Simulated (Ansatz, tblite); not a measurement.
# GeIH3 (GeH₃I): rung by rung

An exercise on one series of results from a longer session: the logs are not shown, and one member is left open.

Program: Ansatz 0.2.0, Gaussian basis. Level of theory: as each input shows. These are calculated values, not measurements.

The runs, in order: GFN1-xTB, GFN2-xTB, PBE-D4/def2-TZVP, r2SCAN-D4/def2-TZVP, r2SCAN0-D4/def2-TZVP, B97M-V/def2-TZVP, BLYP-D4/def2-TZVP, B2PLYP/def2-TZVP, ωB97X-V/def2-TZVP, ωB97M-V/def2-TZVP, PBE-QIDH/def2-TZVP, PBE-D4/def2-SVP, PBE0-D4/def2-SVP, PBE0-D4/def2-TZVPD, PBE-D4/def2-TZVPD, r2SCAN-D4/def2-TZVPD, CCSD(T)/def2-TZVPP, MP2/def2-TZVP, RPA/def2-TZVP, CCSD(T)/def2-TZVPD.

### The structure

The geometry is that of the singlet, from an earlier relaxation (PBE0-D4/def2-TZVP).

5 atoms, charge 0, spin multiplicity 1.

Bond lengths: Ge1–I2 2.514 Å, Ge1–H3 1.532 Å, Ge1–H4 1.532 Å, Ge1–H5 1.532 Å. Angles: I2–Ge1–H3 107.5°, I2–Ge1–H4 107.5°, I2–Ge1–H5 107.5°, H3–Ge1–H4 111.3°, H3–Ge1–H5 111.3°, H4–Ge1–H5 111.3°.

I takes a core potential in the def2 sets. No spin-orbit coupling is included.

PBE0-D4/def2-TZVP was run before; its log isn't repeated, and its numbers join the tables.

Set-up of the first run:

Tight binding, by tblite at 300 K electronic temperature and without a spin-polarisation term:

```python
tblite.interface.Calculator('GFN1-xTB', numbers, positions, charge=0, uhf=0).singlepoint()
```

Tight binding, by tblite at 300 K electronic temperature and without a spin-polarisation term:

```python
tblite.interface.Calculator('GFN2-xTB', numbers, positions, charge=0, uhf=0).singlepoint()
```

start.molden holds the orbitals of an earlier run on this state, given as this run's starting guess.

Input file in.yaml:

```yaml
crystal:
  periodic: [false, false, false]
  atoms:
    - {symbol: Ge, position_ang: [-0.001323, 0.002063, -0.225810]}
    - {symbol: I, position_ang: [0.013448, -0.020898, 2.288167]}
    - {symbol: H, position_ang: [1.456641, 0.011096, -0.696028]}
    - {symbol: H, position_ang: [-0.738486, 1.268834, -0.671594]}
    - {symbol: H, position_ang: [-0.730280, -1.261095, -0.694735]}
basis:
  gaussian: {orbitals: def2-TZVP, initial_orbitals: start.molden}
hamiltonian: {xc: pbe, dispersion: d4}
scf: {omitted_lower_state_checks: [starts]}
output: {forces: true, orbitals: {seedname: orbitals}}
```

Started as:

```sh
$ ansatz run in.yaml --threads 4 --pin off --events-out ev --progress --plain --max-ram 3916MiB
```

Steps of the session up to this table: PBE-D4/def2-TZVP; r2SCAN-D4/def2-TZVP; r2SCAN0-D4/def2-TZVP; B97M-V/def2-TZVP; BLYP-D4/def2-TZVP; B2PLYP/def2-TZVP; ωB97X-V/def2-TZVP; ωB97M-V/def2-TZVP; PBE-QIDH/def2-TZVP; PBE-D4/def2-SVP; PBE0-D4/def2-SVP; PBE0-D4/def2-TZVPD; PBE-D4/def2-TZVPD; r2SCAN-D4/def2-TZVPD; CCSD(T)/def2-TZVPP; MP2/def2-TZVP; RPA/def2-TZVP; CCSD(T)/def2-TZVPD.

One of the session's tables, all rows but one given; the rest of the session is left out.

It belongs to the step «Levels side by side». 

| level | HOMO (eV) | gap (eV) |
| --- | --- | --- |
| PBE-D4/def2-SVP | -6.33 | 4.56 |
| PBE-D4/def2-TZVP | -6.45 | 4.55 |
| PBE-D4/def2-TZVPD | -6.46 | 4.47 |
| BLYP-D4/def2-TZVP | -6.27 | 4.44 |
| r2SCAN-D4/def2-TZVP | -6.75 | 5.10 |
| r2SCAN-D4/def2-TZVPD | -6.75 | 5.05 |
| B97M-V/def2-TZVP | -6.77 | 5.14 |
| PBE0-D4/def2-SVP | -7.51 | 6.57 |
| PBE0-D4/def2-TZVP | -7.59 | 6.52 |
| PBE0-D4/def2-TZVPD | -7.59 | 6.40 |
| r2SCAN0-D4/def2-TZVP | ? | ? |
| ωB97X-V/def2-TZVP | -9.84 | 10.79 |
| ωB97M-V/def2-TZVP | -9.71 | 10.47 |

Estimate the missing values for r2SCAN0-D4/def2-TZVP.

As computed: HOMO (eV): -7.78; gap (eV): 6.86. In the column «HOMO (eV)» it lies between ωB97M-V/def2-TZVP (-9.71) and PBE0-D4/def2-TZVP (-7.59).
